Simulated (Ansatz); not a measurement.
Crystal: NbSi.

```
Nb Si
1.0
     0.00000    2.57383    2.57383
     2.57383    0.00000    2.57383
     2.57383    2.57383    0.00000
Nb Si
1 1
Cartesian
  0.0000 0.0000 0.0000
  2.5738 2.5738 2.5738
```

The cell was built by a generator and needn't be a form met in nature.

| Quantity | Value |
| --- | --- |
| Program | Ansatz 0.2.0 |
| Task | relaxation of cell and atoms |
| Functional | PBEsol |
| Potentials or basis | Ansatz PAW |
| Cutoff | 420 eV (not typed: the program's choice for these potentials) |
| k mesh | 9 × 9 × 9 |
| Occupations | fermi-dirac, width 0.05 eV |
| Spin | no spin polarisation |

At the start: volume 17.05 Å³/atom.

Question: Where does the relaxation end?

Answer: It ends after 5 steps and the volume is 16.57 Å³/atom (-2.8 %); space group Fm-3m (No. 225, to 0.05 Å).

The path:
```
step  energy change (eV)  largest force (eV/Å)  volume (Å³)
   1              0.0000                0.0000        34.10
   2             -0.0104                0.0000        32.67
   3             -0.0136                0.0000        33.15
   4             -0.0136                0.0000        33.13
   5             -0.0135                0.0000        33.13
```

Final structure:
```cif
data_structure
_symmetry_space_group_name_H-M 'P 1'
_symmetry_Int_Tables_number 1
_cell_length_a 3.6052
_cell_length_b 3.6052
_cell_length_c 3.6052
_cell_angle_alpha 60.000
_cell_angle_beta 60.000
_cell_angle_gamma 60.000
_cell_volume 33.13
loop_
_atom_site_label
_atom_site_type_symbol
_atom_site_fract_x
_atom_site_fract_y
_atom_site_fract_z
_atom_site_occupancy
Nb1 Nb 0.00000 0.00000 0.00000 1
Si1 Si 0.50000 0.50000 0.50000 1
```

Caveat: the plane-wave basis is chosen anew once the cell has moved, so the energies of steps on either side of that aren't comparable; the PAW data sets come from PBE, with cores solved anew for the run's functional, which leaves a small shift of forces and pressure.
